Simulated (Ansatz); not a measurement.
# CaHgI3: the cost of one run

Computed with Ansatz 0.2.0 (DFT PBE, scalar-relativistic, plane waves, PAW, unless a step's input says otherwise).

1 further run of the same task is left out (it didn't finish).

### Step 1. Starting point

Symmetry: Pm-3m, No. 221, cubic system. The conventional cell has a = 5.651 Å, b = 5.651 Å, c = 5.651 Å, α = 90.00°, β = 90.00°, γ = 90.00°. Ca (site symmetry m-3m) has 12 I at 4.00 Å as nearest neighbours. Hg (site symmetry m-3m) is surrounded by 6 I at 2.83 Å. I (site symmetry 4/mmm) is surrounded by 2 Hg at 2.83 Å and 4 Ca at 4.00 Å.

As a file:

```xyz
5
Lattice="5.6506 0.0000 0.0000 0.0000 5.6506 0.0000 0.0000 0.0000 5.6506" Properties=species:S:1:pos:R:3 pbc="T T T"
Ca    2.8253    2.8253    2.8253
Hg    0.0000    0.0000    0.0000
I     2.8253    0.0000    0.0000
I     0.0000    2.8253    0.0000
I     0.0000    0.0000    2.8253
```

The cell is invented: perovskite family, tilts a0a0a0 (Pm-3m, No. 221). Lengths come from tabulated atomic sizes and are only a guess.

### Step 2. A first look at the guess

input.yaml reads:

```yaml
crystal:
  lattice:
    - [5.65059964, 0.0, 0.0]
    - [0.0, 5.65059964, 0.0]
    - [0.0, 0.0, 5.65059964]
  atoms:
    - { symbol: Ca, position: [0.5, 0.5, 0.5] }
    - { symbol: Hg, position: [0.0, 0.0, 0.0] }
    - { symbol: I, position: [0.5, 0.0, 0.0] }
    - { symbol: I, position: [0.0, 0.5, 0.0] }
    - { symbol: I, position: [0.0, 0.0, 0.5] }
basis:
  ecutwfc: 420
kpoints:
  mp_grid: { grid: [4, 4, 4] }
hamiltonian:
  xc: pbe
scf:
  occupations: { method: gaussian, width: 0.1 }
  lower_state_search: "off"
output:
  forces: true
  stress: true
  eigenvalues: true
```

The run is started by

```sh
$ ansatz run input.yaml --threads 1 --pin off --max-ram 2048MiB --backend cpu --events-out ev --progress --plain --runs-dir out
```

Q: Estimate wall time and peak memory on 1 thread of Arm Neoverse N1, shared host.

About 9.4 s, with a peak of 0.43 GiB.
